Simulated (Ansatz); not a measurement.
# ZnS: the cost of one run

Program: Ansatz 0.2.0. Level of theory: DFT r2SCAN, scalar-relativistic, plane waves, PAW. These are calculated values, not measurements.

### 1 The system as given

Symmetry: P6_3mc, No. 186, hexagonal system. Conventional cell: a = 3.823 Å, b = 3.823 Å, c = 12.520 Å, α = 90.00°, β = 90.00°, γ = 120.00°. Zn (site symmetry 3m) is surrounded by 4 S at 2.34 to 2.35 Å. Around S (site symmetry 3m) lie 4 Zn at 2.34 to 2.35 Å.

Coordinates:

```xyz
8
Lattice="3.8227 0.0000 0.0000 -1.9114 3.3106 0.0000 0.0000 0.0000 12.5200" Properties=species:S:1:pos:R:3 pbc="T T T"
Zn    0.0000    0.0000    0.0000
Zn    0.0000    0.0000    6.2600
Zn    0.0000    2.2070    3.1300
Zn    1.9114    1.1035    9.3900
S     0.0000    0.0000    2.3475
S     0.0000    0.0000    8.6075
S     0.0000    2.2070    5.4775
S     1.9114    1.1035   11.7375
```

Source of the structure: the Crystallography Open Database.

### 2 Quick check of gap, pressure and forces

Input file input.yaml:

```yaml
crystal:
  lattice:
    - [3.8227020304, 0.0, 0.0]
    - [-1.9113510152, 3.3105570694, 0.0]
    - [0.0, 0.0, 12.52]
  atoms:
    - { symbol: Zn, position: [0.0, 0.0, 0.0] }
    - { symbol: Zn, position: [0.0, 0.0, 0.5] }
    - { symbol: Zn, position: [0.3333333333, 0.6666666667, 0.25] }
    - { symbol: Zn, position: [0.6666666667, 0.3333333333, 0.75] }
    - { symbol: S, position: [0.0, 0.0, 0.1875] }
    - { symbol: S, position: [0.0, 0.0, 0.6875] }
    - { symbol: S, position: [0.3333333333, 0.6666666667, 0.4375] }
    - { symbol: S, position: [0.6666666667, 0.3333333333, 0.9375] }
basis:
  ecutwfc: 500
kpoints:
  mp_grid: { grid: [6, 6, 2] }
hamiltonian:
  xc: r2scan
scf:
  occupations: { method: gaussian, width: 0.1 }
output:
  forces: true
  stress: true
  eigenvalues: true
```

Started as:

```
> ansatz run input.yaml --threads 2 --pin off --max-ram 5120MiB --backend cpu --events-out ev --progress --plain --runs-dir out
```

Q: Estimate wall time and peak memory on 2 threads of Arm Neoverse V2, shared host.

About 9.3 s, with a peak of 0.71 GiB.
